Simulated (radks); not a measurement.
**Fractional charge and spin in the 6s shell of praseodymium**

The task here is to estimate one member of a computed series from the others.

Program: radks (a radial shooting solver on a logarithmic mesh, Libxc functionals) version 1. Level of theory: scalar-relativistic Kohn-Sham, r2SCAN, spin-polarised, spherical densities, finite nucleus. These are calculated values, not measurements, unless marked.

## The system

| Property | Result |
| --- | --- |
| element | praseodymium (Z = 59) |
| configuration | [Xe] 4f(up 1.5, down 1.5) 6s(up 1, down 1) |
| nuclear rms radius | 4.8919 fm |

A shell typed twice in an input gives spin up, then spin down.

The first run:

Settings of this run:

```text
Z 59
configuration [Xe] 4f1.5 4f1.5 6s1 6s1
relativity scalar-relativistic
functional r2scan,r2scan
spin polarised
nucleus finite rms 4.8919 fm
c 137.035999084
```

Steps of the session up to this table: 6s: up 1, down 1.

One table of the session follows, with a row left open; its other results are not shown here.

It belongs to the step «6s: up 1, down 1». Sizes of the orbitals, from the radial functions (bohr):

```
level     <r>  outermost maximum (interpolated)  90 % within  nodes
   3d  0.2475                             0.201        0.386      0
   4s  0.6228                             0.579        0.894      3
   4p  0.6595                             0.604        0.958      2
   4d       ?                                 ?            ?      ?
   5s   1.514                              1.36         2.18      4
   5p   1.764                              1.53         2.58      3
   6s   4.583                              3.93         6.71      5
   4f   1.208                             0.691         2.17      0
```

**Question.** Estimate the row for 4d.

**Answer.** <r>: 0.7277; outermost maximum (interpolated): 0.636; 90 % within: 1.09; nodes: 1. In the column «<r>» it lies between 4p (0.6595) and 4f (1.208).
